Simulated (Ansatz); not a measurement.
NiMoIrPdW:

```xyz
10
Lattice="2.7705 0.0000 0.0000 -1.3852 2.3993 0.0000 0.0000 0.0000 21.8812" Properties=species:S:1:pos:R:3 pbc="T T T"
Ni    0.0000    1.5995    0.9700
Ni    1.3852    0.7998   20.9101
Mo    1.3852    0.7998    7.4987
Mo    1.3852    0.7998   16.6997
Pd    0.0000    1.5995    9.7958
Pd    0.0000    1.5995   14.3810
Ir    0.0000    1.5995    5.2489
Ir    0.0000    1.5995   18.8288
W     1.3852    0.7998    2.9859
W     1.3852    0.7998   12.0872
```

The cell was built by a generator and needn't be a form met in nature.

Base run:

| Item | Value |
| --- | --- |
| Program | Ansatz 0.2.0 |
| Functional | PBE |
| Potentials or basis | Ansatz PAW |
| Cutoff | 420 eV (not typed: the program's choice for these potentials) |
| k mesh | 11 × 11 × 2 |
| Occupations | fermi-dirac, width 0.05 eV |
| Spin | collinear spin, ferromagnetic start |
| Starting moments | [1.0, 1.0, 1.0, 1.0, 0.0, 0.0, 0.6, 0.6, 0.0, 0.0] μB |
| Hubbard terms | Ir d U = 4 eV, Mo d U = 4 eV, Ni d U = 4 eV, Pd d U = 4 eV, W d U = 4 eV |

Its results: band gap on the k mesh none (metal or under the smearing width); pressure 3.4 GPa; net moment 1.41 μB per cell; site moments Ni +0.24, +0.97; Mo -0.03, -0.05; Pd -0.00; Ir +0.00, +0.28; W +0.04, -0.01 μB; largest force 0.375 eV/Å.

Task: The run is repeated on the same cell with these changes: hubbard terms from Ir d U = 4 eV, Mo d U = 4 eV, Ni d U = 4 eV, Pd d U = 4 eV, W d U = 4 eV to Ir d U = 2 eV, Mo d U = 2 eV, Ni d U = 2 eV, Pd d U = 2 eV, W d U = 2 eV. What comes out?

Result: Band gap on the k mesh none (metal or under the smearing width); pressure 0.8 GPa; net moment 1.19 μB per cell; site moments Ni +0.32, +0.73; Mo -0.01, -0.03; Pd -0.00; Ir -0.00, +0.21; W +0.03, -0.01 μB; largest force 0.322 eV/Å.

Caveats: the magnetic or orbital state may not be the lowest; the U is typed as a test and isn't derived for this compound.
